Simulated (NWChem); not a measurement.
**r2SCAN/def2-TZVP run of GeH3Cl (SMILES [Cl][GeH3]), part 1 of 2**

What is the vertical ionisation energy of GeH3Cl at r2SCAN/def2-TZVP? 

Program for the calculation: NWChem 7.3.0.

## Step 1: The system as given

The species is GeH3Cl (5 atoms), meant as a singlet with charge 0. As SMILES, `[Cl][GeH3]`. The shape is that of a PBE0-D4/def2-TZVP optimisation.

Bond lengths: Cl1–Ge2 2.155 Å, Ge2–H3 1.532 Å, Ge2–H4 1.532 Å, Ge2–H5 1.532 Å. Angles: Cl1–Ge2–H3 107.1°, Cl1–Ge2–H4 107.1°, Cl1–Ge2–H5 107.1°, H3–Ge2–H4 111.7°, H3–Ge2–H5 111.7°, H4–Ge2–H5 111.7°.

## Step 2: The energy at r2SCAN/def2-TZVP

calc.nw

```
start calc
title "ClGeH3 energy"
memory 2200 mb

geometry units angstrom noautosym nocenter noautoz
  Cl    -1.875800    -0.025100     0.641300
  Ge     0.161800    -0.013900    -0.060600
  H      0.160400     0.656200    -1.438100
  H      0.619000    -1.473700    -0.140600
  H      0.984500     0.782900     0.956700
end

basis "ao basis" spherical bse
  * library def2-TZVP
end

dft
  xc r2scan
  grid fine
  convergence energy 1e-08
  maxiter 100
  mulliken
  print low
end

task dft energy
```

Started as:

```sh
nwchem calc.nw > calc.out
```

Output:

```text
Northwest Computational Chemistry Package (NWChem) 7.3.0
             --------------------------------------------------------

           Job information
           ---------------

    nwchem branch   = 7.3.0
    use scalapack   = T
    input           = calc.nw
    prefix          = calc.
    data base       = ./calc.db
    status          = startup
    nproc           =        1

           Memory information
           ------------------

    heap     =     72089596 doubles =      550.0 Mbytes
    stack    =     72089601 doubles =      550.0 Mbytes
    global   =    144179200 doubles =     1100.0 Mbytes (distinct from heap & stack)
    total    =    288358397 doubles =     2200.0 Mbytes
    verify   = yes
    hardfail = no

           Directory information
           ---------------------

  0 permanent = .
  0 scratch   = .

                                NWChem Input Module
                                -------------------

                                   ClGeH3 energy
                                   -------------

 Scaling coordinates for geometry "geometry" by  1.889725989
 (inverse scale =  0.529177249)

                             Geometry "geometry" -> ""
                             -------------------------

 Output coordinates in angstroms (scale by  1.889725989 to convert to a.u.)

  No.       Tag          Charge          X              Y              Z
 ---- ---------------- ---------- -------------- -------------- --------------
    1 Cl                  17.0000    -1.87580000    -0.02510000     0.64130000
    2 Ge                  32.0000     0.16180000    -0.01390000    -0.06060000
    3 H                    1.0000     0.16040000     0.65620000    -1.43810000
    4 H                    1.0000     0.61900000    -1.47370000    -0.14060000
    5 H                    1.0000     0.98450000     0.78290000     0.95670000

      Atomic Mass
      -----------

      Cl                34.968850
      Ge                73.921900
      H                  1.007825

 Effective nuclear repulsion energy (a.u.)     176.3938346976

            Nuclear Dipole moment (a.u.)
            ----------------------------
        X                 Y               Z
 ---------------- ---------------- ----------------
   -47.1431832097    -1.7122807183    15.7620154981

            XYZ format geometry
            -------------------
     5
 geometry
 Cl                   -1.87580000    -0.02510000     0.64130000
 Ge                    0.16180000    -0.01390000    -0.06060000
 H                     0.16040000     0.65620000    -1.43810000
 H                     0.61900000    -1.47370000    -0.14060000
 H                     0.98450000     0.78290000     0.95670000

 ==============================================================================
                                internuclear distances
 ------------------------------------------------------------------------------
       center one      |      center two      | atomic units |  angstroms
 ------------------------------------------------------------------------------
    2 Ge               |   1 Cl               |     4.07261  |     2.15513
    3 H                |   2 Ge               |     2.89476  |     1.53184
    4 H                |   2 Ge               |     2.89470  |     1.53181
    5 H                |   2 Ge               |     2.89481  |     1.53187
 ------------------------------------------------------------------------------
                         number of included internuclear distances:          4
 ==============================================================================

 ==============================================================================
                                 internuclear angles
 ------------------------------------------------------------------------------
        center 1       |       center 2       |       center 3       |  degrees
 ------------------------------------------------------------------------------
    1 Cl               |   2 Ge               |   3 H                |   107.11
    1 Cl               |   2 Ge               |   4 H                |   107.11
    1 Cl               |   2 Ge               |   5 H                |   107.11
    3 H                |   2 Ge               |   4 H                |   111.73
    3 H                |   2 Ge               |   5 H                |   111.72
    4 H                |   2 Ge               |   5 H                |   111.72
 ------------------------------------------------------------------------------
                            number of included internuclear angles:          6
 ==============================================================================

 Summary of "ao basis" -> "" (spherical)
 ------------------------------------------------------------------------------
       Tag                 Description            Shells   Functions and Types
 ---------------- ------------------------------  ------  ---------------------
 *                         def2-TZVP                  on all atoms

                                 NWChem DFT Module
                                 -----------------

                                   ClGeH3 energy

                      Basis "ao basis" -> "ao basis" (spherical)
                      -----
  [basis functions not shown]

 Summary of "ao basis" -> "ao basis" (spherical)
 ------------------------------------------------------------------------------
       Tag                 Description            Shells   Functions and Types
 ---------------- ------------------------------  ------  ---------------------
 Cl                        def2-TZVP                13       37   5s5p2d1f
 Ge                        def2-TZVP                16       48   6s5p4d1f
 H                         def2-TZVP                 4        6   3s1p

  Caching 1-el integrals
   Time after variat. SCF:      0.9

     ---------------------------------------------
      Total Density - Mulliken Population Analysis
     ---------------------------------------------

    Atom       Charge   Shell Charges
 -----------   ------   -------------------------------------------------------
    1 Cl  17    17.49   2.01  0.45  1.52  1.11  0.85  4.19  1.69  1.12  2.98  1.56  0.00  0.02  0.00
    2 Ge  32    31.44   2.00  2.00  1.16  0.80  0.79  0.57  5.98  4.42  1.58  1.17  0.81  8.90  1.11  0.05  0.09  0.02
    3 H    1     1.02   0.22  0.54  0.25  0.01
    4 H    1     1.02   0.22  0.54  0.25  0.01
    5 H    1     1.02   0.22  0.54  0.25  0.01
   Time prior to 1st pass:      0.9

           Memory utilization after 1st SCF pass:
           Heap Space remaining (MW):       36.60            36603892
          Stack Space remaining (MW):       72.09            72088908

   convergence    iter        energy       DeltaE   RMS-Dens  Diis-err    time
 ---------------- ----- ----------------- --------- --------- ---------  ------
 d= 0,ls=0.0,diis     1  -2538.9669514587 -2.72D+03  6.90D-03  8.92D-01     2.9
 d= 0,ls=0.0,diis     2  -2538.9650830458  1.87D-03  5.74D-03  2.71D-01     4.9
 d= 0,ls=0.0,diis     3  -2538.9829572354 -1.79D-02  2.23D-03  1.99D-01     7.0
 d= 0,ls=0.0,diis     4  -2539.0076607103 -2.47D-02  2.98D-04  5.68D-03     9.2
 d= 0,ls=0.0,diis     5  -2539.0079831733 -3.22D-04  8.32D-05  2.22D-04    11.4
  Resetting Diis
 d= 0,ls=0.0,diis     6  -2539.0079939006 -1.07D-05  2.30D-05  1.12D-05    13.7
 d= 0,ls=0.0,diis     7  -2539.0079949959 -1.10D-06  8.05D-06  3.01D-07    15.8
 d= 0,ls=0.0,diis     8  -2539.0079949822  1.37D-08  4.34D-06  4.40D-07    17.8
 d= 0,ls=0.0,diis     9  -2539.0079950387 -5.64D-08  4.17D-07  3.26D-09    20.0
 d= 0,ls=0.0,diis    10  -2539.0079950390 -3.37D-10  1.46D-07  8.03D-10    22.0

         Total DFT energy =    -2539.007995038998
      One electron energy =    -3883.673443189386
           Coulomb energy =     1276.673100974451
    Exchange-Corr. energy =     -108.401487521679
 Nuclear repulsion energy =      176.393834697617

 Numeric. integr. density =       52.000000793971

     Total iterative time =     21.1s

     ---------------------------------------------
      Total Density - Mulliken Population Analysis
     ---------------------------------------------

    Atom       Charge   Shell Charges
 -----------   ------   -------------------------------------------------------
    1 Cl  17    17.33   2.01  0.44  1.52  1.12  0.86  4.19  1.67  1.11  2.87  1.52  0.01  0.03  0.00
    2 Ge  32    31.73   2.00  2.00  1.17  0.79  0.91  0.49  5.98  4.46  1.55  1.46  0.70  8.84  1.07  0.16  0.13  0.03
    3 H    1     0.98   0.23  0.55  0.18  0.01
    4 H    1     0.98   0.23  0.55  0.18  0.01
    5 H    1     0.98   0.23  0.55  0.18  0.01

     -------------------------------------------
      Total Density - Lowdin Population Analysis
     -------------------------------------------

    Atom       Charge   Shell Charges
 -----------   ------   -------------------------------------------------------
    1 Cl  17    16.93   1.98  0.84  1.14  0.91  0.79  3.93  1.89  1.26  2.52  1.62  0.00  0.05  0.00
    2 Ge  32    31.88   2.00  2.00  1.12  0.83  0.59  0.43  5.92  3.98  2.06  1.28  1.03  8.49  1.23  0.40  0.45  0.09
    3 H    1     1.06   0.24  0.49  0.31  0.03
    4 H    1     1.06   0.24  0.49  0.31  0.03
    5 H    1     1.06   0.24  0.49  0.31  0.03

 Task  times  cpu:       22.0s     wall:       22.0s
 Total times  cpu:       22.0s     wall:       22.0s
```

Wall time 23 s (1 thread of AMD EPYC 9R45 (Zen 5), shared host); peak memory 0.12 GiB.

(Continued in part 2 of 2.)
